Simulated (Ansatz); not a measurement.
# CH6Ge: the cost of one run

Method: PBE0-D4/def2-SVP; program: Ansatz 0.2.0, Gaussian basis.

22 further runs of the same task are left out: 22 set aside as unsound or not needed.

### Step 1. Starting geometry

The first end: 8 atoms, charge 0, spin multiplicity 1.

Atoms are counted from 1 here; the program's logs count them from 0.

Bond lengths: Ge1–C2 2.004 Å, Ge1–H5 1.596 Å, C2–H6 1.089 Å, C2–H7 1.091 Å, C2–H8 1.097 Å, H3–H4 0.776 Å. Angles: C2–Ge1–H5 95.7°, Ge1–C2–H6 115.5°, Ge1–C2–H7 111.3°, Ge1–C2–H8 104.8°, H6–C2–H7 110.0°, H6–C2–H8 107.4°, H7–C2–H8 107.3°.

Geometry (Å):

```xyz
8
charge 0, multiplicity 1
Ge   -0.8022    0.0752    0.9657
C     0.6354   -0.8256   -0.1013
H    -0.9765    1.4020   -0.6801
H    -1.6480    1.0143   -0.6437
H     0.0203    1.4143    1.2411
H     1.2401   -0.1673   -0.7238
H     0.2299   -1.6394   -0.7043
H     1.3011   -1.2736    0.6464
```

The second end:

```mol
CH6Ge
  3D, bonds by distance, orders not assigned

  8  6  0  0  0  0  0  0  0  0999 V2000
   -1.3150    0.4739    1.1953 Ge  0  0
    0.6529   -0.6793   -0.5193 C   0  0
   -0.0974    0.1075   -0.7029 H   0  0
   -1.8091    1.3454   -0.0484 H   0  0
   -0.1662    1.5332    1.5090 H   0  0
    1.5416   -0.3716   -1.0712 H   0  0
    0.2732   -1.6266   -0.8958 H   0  0
    0.9202   -0.7824    0.5331 H   0  0
  1  4  8  0
  1  5  8  0
  2  3  8  0
  2  6  8  0
  2  7  8  0
  2  8  8  0
M  END
```

### Step 2. The band at PBE0-D4/def2-SVP

neb/in.yaml reads:

```yaml
crystal:
  periodic: [false, false, false]
  atoms:
    - {symbol: Ge, position_ang: [-0.802248, 0.075214, 0.965655]}
    - {symbol: C, position_ang: [0.635351, -0.825602, -0.101349]}
    - {symbol: H, position_ang: [-0.976538, 1.401961, -0.680104]}
    - {symbol: H, position_ang: [-1.648010, 1.014308, -0.643704]}
    - {symbol: H, position_ang: [0.020336, 1.414331, 1.241119]}
    - {symbol: H, position_ang: [1.240148, -0.167315, -0.723781]}
    - {symbol: H, position_ang: [0.229941, -1.639444, -0.704254]}
    - {symbol: H, position_ang: [1.301122, -1.273554, 0.646415]}
basis:
  gaussian: {orbitals: def2-SVP}
hamiltonian: {xc: pbe0, dispersion: d4}
neb:
  images: 5
  climbing: true
  max_iterations: 40
  initial_path: idpp
  final_atoms:
    - {symbol: Ge, position_ang: [-1.315042, 0.473859, 1.195319]}
    - {symbol: C, position_ang: [0.652901, -0.679300, -0.519326]}
    - {symbol: H, position_ang: [-0.097402, 0.107470, -0.702861]}
    - {symbol: H, position_ang: [-1.809139, 1.345385, -0.048368]}
    - {symbol: H, position_ang: [-0.166238, 1.533159, 1.509031]}
    - {symbol: H, position_ang: [1.541571, -0.371589, -1.071156]}
    - {symbol: H, position_ang: [0.273224, -1.626642, -0.895762]}
    - {symbol: H, position_ang: [0.920225, -0.782444, 0.533124]}
```

On the command line:

```console
$ ansatz run in.yaml --threads 2 --pin off --events-out ev --progress --plain --max-ram 4352MiB
```

**Question.** How long does this run take on 2 threads of Arm Neoverse V2, shared host?

About 72 s.
